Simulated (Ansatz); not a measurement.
**F₂GeH₄SSi: small, medium and large basis sets**

One table from this session's results is given with a row withheld; the runs are named, their logs left out.

The runs use Ansatz 0.2.0, Gaussian basis; one geometry, several basis sets.

Plan: PBE0-D4/def2-SVP; ωB97M-V/def2-SVP; PBE0-D4/def2-QZVPP; ωB97M-V/def2-QZVPP; the functionals' def2-TZVPP values are taken from earlier runs.

## The geometry

All runs share one geometry, relaxed beforehand with PBE0-D4 in a triple-zeta def2 set.

9 atoms, charge 0, spin multiplicity 1.

Atoms are counted from 1 here; the program's logs count them from 0.

Bond lengths: F1–Si2 1.590 Å, Si2–F3 1.591 Å, Si2–S4 2.117 Å, Si2–Ge5 2.373 Å, S4–H6 1.345 Å, Ge5–H7 1.534 Å, Ge5–H8 1.536 Å, Ge5–H9 1.535 Å. Angles: F1–Si2–F3 106.8°, F1–Si2–S4 104.7°, F1–Si2–Ge5 111.0°, F3–Si2–S4 110.6°, F3–Si2–Ge5 108.5°, S4–Si2–Ge5 114.9°, Si2–S4–H6 92.3°, Si2–Ge5–H7 109.3°, Si2–Ge5–H8 108.4°, Si2–Ge5–H9 110.8°, H7–Ge5–H8 109.1°, H7–Ge5–H9 109.8°, H8–Ge5–H9 109.3°.

The first run:

File in.yaml:

```yaml
crystal:
  periodic: [false, false, false]
  atoms:
    - {symbol: F, position_ang: [1.019756, -1.825136, -1.056507]}
    - {symbol: Si, position_ang: [0.866067, -0.364890, -0.447744]}
    - {symbol: F, position_ang: [2.144761, -0.108311, 0.463918]}
    - {symbol: S, position_ang: [0.880993, 0.922433, -2.128895]}
    - {symbol: Ge, position_ang: [-1.072471, -0.208854, 0.912019]}
    - {symbol: H, position_ang: [0.731418, 2.016901, -1.361392]}
    - {symbol: H, position_ang: [-2.298738, -0.641363, 0.098264]}
    - {symbol: H, position_ang: [-1.246386, 1.255482, 1.343524]}
    - {symbol: H, position_ang: [-0.936799, -1.092563, 2.159514]}
basis:
  gaussian: {orbitals: def2-SVP}
hamiltonian: {xc: pbe0, dispersion: d4}
output: {orbitals: {seedname: orbitals}}
```

Among the steps run: PBE0-D4 in def2-SVP; ωB97M-V in def2-SVP; PBE0-D4 in def2-QZVPP; ωB97M-V in def2-QZVPP.

One of the session's tables, all rows but one given; the rest of the session is left out.

It belongs to the step «Functionals by basis». 

| functional | basis | HOMO (eV) | LUMO (eV) |
| --- | --- | --- | --- |
| PBE0-D4 | def2-SVP | -7.90 | -0.16 |
| PBE0-D4 | def2-TZVPP | -7.99 | -0.41 |
| PBE0-D4 | def2-QZVPP | -8.02 | -0.48 |
| ωB97M-V | def2-SVP | -9.98 | 1.80 |
| ωB97M-V | def2-TZVPP | ? | ? |
| ωB97M-V | def2-QZVPP | -10.13 | 1.28 |

Estimate the missing values for ωB97M-V, def2-TZVPP.

As computed: HOMO (eV): -10.10; LUMO (eV): 1.49. In the column «HOMO (eV)» it lies between ωB97M-V, def2-QZVPP (-10.13) and ωB97M-V, def2-SVP (-9.98).
